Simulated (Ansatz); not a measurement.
# Cr6O: the cost of one run

Method: DFT PBE, scalar-relativistic, plane waves, PAW, in Ansatz 0.2.0.

### 1 The system as given

It takes space group Pm-3m (No. 221, cubic). Conventional cell: a = 4.189 Å, b = 4.189 Å, c = 4.189 Å, α = 90.00°, β = 90.00°, γ = 90.00°. Cr (site symmetry 4mm) is surrounded by 5 Cr at 1.65 to 1.79 Å. O (site symmetry m-3m) is surrounded by 24 Cr at 3.08 Å.

Structure file:

```xyz
7
Lattice="4.1890 0.0000 0.0000 0.0000 4.1890 0.0000 0.0000 0.0000 4.1890" Properties=species:S:1:pos:R:3 pbc="T T T"
Cr    0.8273    2.0945    2.0945
Cr    2.0945    0.8273    2.0945
Cr    3.3617    2.0945    2.0945
Cr    2.0945    3.3617    2.0945
Cr    2.0945    2.0945    0.8273
Cr    2.0945    2.0945    3.3617
O     0.0000    0.0000    0.0000
```

Recipe of the guess: species swapped into a database cell of LaB6 (Pm-3m, No. 221), with O on the La sites and Cr on the B sites. Lengths come from tabulated atomic sizes and are only a guess.

### 2 Probe: one point on a coarse mesh

The input, input.yaml:

```yaml
crystal:
  lattice:
    - [4.18899223, 0.0, 0.0]
    - [0.0, 4.18899223, 0.0]
    - [0.0, 0.0, 4.18899223]
  atoms:
    - { symbol: Cr, position: [0.19750001, 0.5, 0.5], spin: 3.0 }
    - { symbol: Cr, position: [0.5, 0.19750001, 0.5], spin: 3.0 }
    - { symbol: Cr, position: [0.80249999, 0.5, 0.5], spin: 3.0 }
    - { symbol: Cr, position: [0.5, 0.80249999, 0.5], spin: 3.0 }
    - { symbol: Cr, position: [0.5, 0.5, 0.19750001], spin: 3.0 }
    - { symbol: Cr, position: [0.5, 0.5, 0.80249999], spin: 3.0 }
    - { symbol: O, position: [0.0, 0.0, 0.0] }
basis:
  ecutwfc: 420
kpoints:
  mp_grid: { grid: [4, 4, 4] }
hamiltonian:
  xc: pbe
scf:
  occupations: { method: gaussian, width: 0.1 }
  lower_state_search: "off"
output:
  forces: true
  stress: true
  eigenvalues: true
  populations: true
magnetization:
  spin_polarized: true
```

Launch:

```
> ansatz run input.yaml --threads 1 --pin off --max-ram 2048MiB --backend cpu --events-out ev --progress --plain --runs-dir out
```

**Question.** How long does this run take on 1 thread of Intel Xeon 6975P-C (Granite Rapids), shared host, and how much memory does it need?

About 6.2 s, with a peak of 0.46 GiB.
